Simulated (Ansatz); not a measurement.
# Cl₃H₂NZr: how energies converge with the basis set

How large a basis does Cl₃H₂NZr need? Two functionals are run in growing sets.

Method: one geometry, several basis sets; program: Ansatz 0.2.0, Gaussian basis.

The runs, in order: PBE0-D4/def2-SVP; ωB97M-V/def2-SVP; PBE0-D4/def2-QZVPP; ωB97M-V/def2-QZVPP; the functionals' def2-TZVPP values are taken from earlier runs.

**1. The relaxed structure**

All runs share one geometry, relaxed beforehand with PBE0-D4 in a triple-zeta def2 set. Zr takes the def2 core potential; no spin-orbit term is included.

SMILES `[NH2][Zr]([Cl])([Cl])[Cl]`, 7 atoms, charge 0, spin multiplicity 1.

Atoms are counted from 1 here; the program's logs count them from 0.

Bond lengths: N1–Zr2 1.991 Å, N1–H6 1.012 Å, N1–H7 1.012 Å, Zr2–Cl3 2.336 Å, Zr2–Cl4 2.336 Å, Zr2–Cl5 2.343 Å. Angles: Zr2–N1–H6 125.3°, Zr2–N1–H7 125.3°, H6–N1–H7 109.4°, N1–Zr2–Cl3 107.1°, N1–Zr2–Cl4 107.2°, N1–Zr2–Cl5 108.7°, Cl3–Zr2–Cl4 114.6°, Cl3–Zr2–Cl5 109.6°, Cl4–Zr2–Cl5 109.5°.

**2. PBE0-D4 in def2-SVP**

File in.yaml:

```yaml
crystal:
  periodic: [false, false, false]
  atoms:
    - {symbol: N, position_ang: [-0.527491, 0.741236, 0.893396]}
    - {symbol: Zr, position_ang: [0.288270, -0.438662, -0.487702]}
    - {symbol: Cl, position_ang: [1.941482, -1.700817, 0.575353]}
    - {symbol: Cl, position_ang: [-1.441242, -1.695072, -1.429604]}
    - {symbol: Cl, position_ang: [1.267167, 0.903993, -2.140257]}
    - {symbol: H, position_ang: [-1.472583, 1.102426, 0.869559]}
    - {symbol: H, position_ang: [-0.055593, 1.086895, 1.719265]}
basis:
  gaussian: {orbitals: def2-SVP}
hamiltonian: {xc: pbe0, dispersion: d4}
output: {orbitals: {seedname: orbitals}}
```

Launch:

```console
ansatz run in.yaml --threads 4 --pin off --events-out ev --progress --plain --max-ram 10444MiB
```

Further steps of the session: ωB97M-V in def2-SVP; PBE0-D4 in def2-QZVPP; ωB97M-V in def2-QZVPP.

**Question.** What will the summary of the whole plan be? Wanted: PBE0-D4: double and triple zeta above quadruple; ωB97M-V: double and triple zeta above quadruple.

**Answer**, as computed:

| quantity | value |
| --- | --- |
| PBE0-D4: double and triple zeta above quadruple | 16.22, 1.27 eV |
| ωB97M-V: double and triple zeta above quadruple | 16.06, 1.21 eV |

What this shows: For PBE0-D4 the step from double to triple zeta gains 14.95 eV and the next only 1.27 eV. These are total energies; as a rule much of such shifts cancels in differences, which this series doesn't test.
